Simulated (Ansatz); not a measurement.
**CH₁₁AlBInSi₂: how energies converge with the basis set**

Aim: see how fast density functionals converge with the basis set for CH₁₁AlBInSi₂.

Program: Ansatz 0.2.0, Gaussian basis. Level of theory: one geometry, several basis sets. These are calculated values, not measurements.

Plan: PBE0-D4/def2-SVP; ωB97M-V/def2-SVP; PBE0-D4/def2-QZVPP; ωB97M-V/def2-QZVPP; the functionals' def2-TZVPP values are taken from earlier runs.

**1. Structure used throughout**

The geometry comes from an earlier relaxation with PBE0-D4 in a triple-zeta def2 set; it is a stationary point, not always the lowest conformer. In takes the def2 core potential; no spin-orbit term is included.

17 atoms, charge 0, spin multiplicity 1.

Atoms are counted from 1 here; the program's logs count them from 0.

Bond lengths: B1–Si2 2.031 Å, B1–In6 2.431 Å, B1–H7 1.270 Å, B1–H8 1.199 Å, B1–H16 1.273 Å, Si2–Al3 2.424 Å, Si2–Si4 2.348 Å, Si2–H9 1.493 Å, Al3–H10 1.599 Å, Al3–H11 1.591 Å, Si4–C5 1.886 Å, Si4–H12 1.496 Å, Si4–H13 1.494 Å, C5–In6 2.133 Å, C5–H14 1.095 Å, C5–H15 1.092 Å, In6–H7 2.029 Å, In6–H16 2.033 Å and more. Angles: Si2–B1–In6 107.6°, Si2–B1–H7 107.9°, Si2–B1–H8 120.3°, Si2–B1–H16 108.5°, In6–B1–H7 56.5°, In6–B1–H8 132.1°, In6–B1–H16 56.7°, H7–B1–H8 104.6°, H7–B1–H16 110.4°, H8–B1–H16 105.0°, B1–Si2–Al3 113.0°, B1–Si2–Si4 100.8°, B1–Si2–H9 114.2°, Al3–Si2–Si4 104.9°, Al3–Si2–H9 114.1°, Si4–Si2–H9 108.4°, Si2–Al3–H10 116.2°, Si2–Al3–H11 126.4° and more.

**2. PBE0-D4 in def2-SVP**

in.yaml reads:

```yaml
crystal:
  periodic: [false, false, false]
  atoms:
    - {symbol: B, position_ang: [-0.559176, -1.625207, 0.670771]}
    - {symbol: Si, position_ang: [1.119331, -0.502843, 0.893440]}
    - {symbol: Al, position_ang: [2.681976, -0.760048, -0.942195]}
    - {symbol: Si, position_ang: [0.239808, 1.659112, 0.638692]}
    - {symbol: C, position_ang: [-1.076376, 1.529219, -0.706273]}
    - {symbol: In, position_ang: [-2.235253, -0.236575, -0.411823]}
    - {symbol: H, position_ang: [-0.825509, -1.687802, -0.568965]}
    - {symbol: H, position_ang: [-0.577035, -2.765807, 1.041222]}
    - {symbol: H, position_ang: [1.746312, -0.599872, 2.245452]}
    - {symbol: H, position_ang: [2.075472, -0.595102, -2.412497]}
    - {symbol: H, position_ang: [4.244710, -1.034419, -0.820802]}
    - {symbol: H, position_ang: [-0.451520, 2.067209, 1.900469]}
    - {symbol: H, position_ang: [1.204657, 2.748210, 0.301606]}
    - {symbol: H, position_ang: [-0.599362, 1.401902, -1.684123]}
    - {symbol: H, position_ang: [-1.722003, 2.407809, -0.759184]}
    - {symbol: H, position_ang: [-1.509847, -1.059199, 1.300216]}
    - {symbol: H, position_ang: [-3.756184, -0.946608, -0.685996]}
basis:
  gaussian: {orbitals: def2-SVP}
hamiltonian: {xc: pbe0, dispersion: d4}
output: {orbitals: {seedname: orbitals}}
```

Command:

```
ansatz run in.yaml --threads 2 --pin off --events-out ev --progress --plain --max-ram 22528MiB --backend cpu
```

Further steps of the session: ωB97M-V in def2-SVP; PBE0-D4 in def2-QZVPP; ωB97M-V in def2-QZVPP.

Q: Predict the results of all the runs planned. Wanted: PBE0-D4: double and triple zeta above quadruple; ωB97M-V: double and triple zeta above quadruple.

As calculated:

| quantity | value |
| --- | --- |
| PBE0-D4: double and triple zeta above quadruple | 10.88, 0.88 eV |
| ωB97M-V: double and triple zeta above quadruple | 11.06, 0.85 eV |

What this shows: For PBE0-D4 the step from double to triple zeta gains 10.00 eV and the next only 0.88 eV. These are total energies; as a rule much of such shifts cancels in differences, which this series doesn't test.
